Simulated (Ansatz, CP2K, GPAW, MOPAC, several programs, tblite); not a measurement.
What each method gives for NaGeCl3 (cubic perovskite)

NaGeCl3, cubic perovskite, relaxed with r2SCAN in Ansatz, was computed with several methods. Space group Pm-3m (No. 221), cubic; a = 5.191 Å in the conventional setting, 27.97 Å³ an atom. Na is surrounded by 12 Cl at 3.67 Å; Ge is surrounded by 6 Cl at 2.60 Å; Cl is surrounded by 2 Ge at 2.60 Å and 4 Na at 3.67 Å. No spin polarisation and no zero-point or thermal motion; the cell was built from a prototype and may be hypothetical.

```
Na Ge Cl
1.0
     5.19087    0.00000    0.00000
     0.00000    5.19087    0.00000
     0.00000    0.00000    5.19087
Na Ge Cl
1 1 3
Cartesian
  0.0000 0.0000 0.0000
  2.5954 2.5954 2.5954
  2.5954 2.5954 0.0000
  2.5954 0.0000 2.5954
  0.0000 2.5954 2.5954
```

Gaps and times are for a single point on this cell; volume and bulk modulus come from each method's own relaxation or energy curve at fixed shape. Times are rough, from shared hosts (Arm Neoverse V1), and each method has its own mesh and cell size. A dagger marks a closed or tiny gap in a crystal that DFT finds insulating: a failure of the method or a wrong SCF state. A star marks a curve whose lowest point is an end point. PM6 (MOPAC), PM7 (MOPAC), GFN1-xTB (tblite), GFN2-xTB (tblite) treat a cluster of cells at its zone centre, which samples few k points: where these miss a band edge, the gap comes out too large for that reason alone. Gaps from k meshes are read at a limited set of points (mesh, symmetry points, PBE's band edges), so each method's own least gap may be somewhat smaller. xTB and the PM methods were fitted mostly to molecules, and can miss a solid's gap by electronvolts. Minimal bases can be far off for gaps. GLLB-SC's gap includes the derivative discontinuity. d marks a direct gap, i an indirect one (no mark: not told apart), a dash a value that wasn't computed or didn't pass its checks.

```json
{"method": "light PBE (260 eV, its own mesh)", "kind": "light plane-wave", "gap (eV)": "0.60 d", "own volume (Å³/atom)": "–", "bulk modulus (GPa)": "–", "atoms computed": "5", "processor time": "1.4 s"}
{"method": "GFN1-xTB (tblite)", "kind": "tight binding", "gap (eV)": "0.00†", "own volume (Å³/atom)": "28.40", "bulk modulus (GPa)": "32", "atoms computed": "40", "processor time": "2.7 s"}
{"method": "PM7 (MOPAC)", "kind": "semi-empirical", "gap (eV)": "6.90", "own volume (Å³/atom)": "–", "bulk modulus (GPa)": "–", "atoms computed": "40", "processor time": "3.2 s"}
{"method": "PM6 (MOPAC)", "kind": "semi-empirical", "gap (eV)": "6.42", "own volume (Å³/atom)": "–", "bulk modulus (GPa)": "–", "atoms computed": "40", "processor time": "3.4 s"}
{"method": "GFN2-xTB (tblite)", "kind": "tight binding", "gap (eV)": "1.38", "own volume (Å³/atom)": "–", "bulk modulus (GPa)": "–", "atoms computed": "40", "processor time": "3.8 s"}
{"method": "PBE", "kind": "semilocal", "gap (eV)": "0.67 d", "own volume (Å³/atom)": "28.53", "bulk modulus (GPa)": "27", "atoms computed": "5", "processor time": "7.5 s"}
{"method": "PBE/SZV (CP2K)", "kind": "small basis", "gap (eV)": "overlap 0.05†", "own volume (Å³/atom)": "30.61*", "bulk modulus (GPa)": "–", "atoms computed": "5", "processor time": "18 s"}
{"method": "r2SCAN", "kind": "semilocal", "gap (eV)": "0.77 d", "own volume (Å³/atom)": "27.97", "bulk modulus (GPa)": "29", "atoms computed": "5", "processor time": "19 s"}
{"method": "GLLB-SC (GPAW)", "kind": "model potential", "gap (eV)": "1.34", "own volume (Å³/atom)": "–", "bulk modulus (GPa)": "–", "atoms computed": "5", "processor time": "19 s"}
{"method": "PBE/DZVP (CP2K)", "kind": "small basis", "gap (eV)": "0.64 d", "own volume (Å³/atom)": "28.31", "bulk modulus (GPa)": "26", "atoms computed": "5", "processor time": "26 s"}
```

Against r2SCAN (0.77 eV) and with closed or daggered gaps left aside, the nearest gap at the points sampled is that of PBE (-0.10 eV) and the farthest that of PM7 (MOPAC) (+6.13 eV). r2SCAN is only a yardstick of convenience: semilocal gaps usually lie below measured ones, which GLLB-SC and hybrids aim to mend.

Volumes against r2SCAN's: GFN1-xTB (tblite) +1.5 %, PBE +2.0 %, PBE/DZVP (CP2K) +1.2 %.

The runs are scalar-relativistic, without spin-orbit coupling.
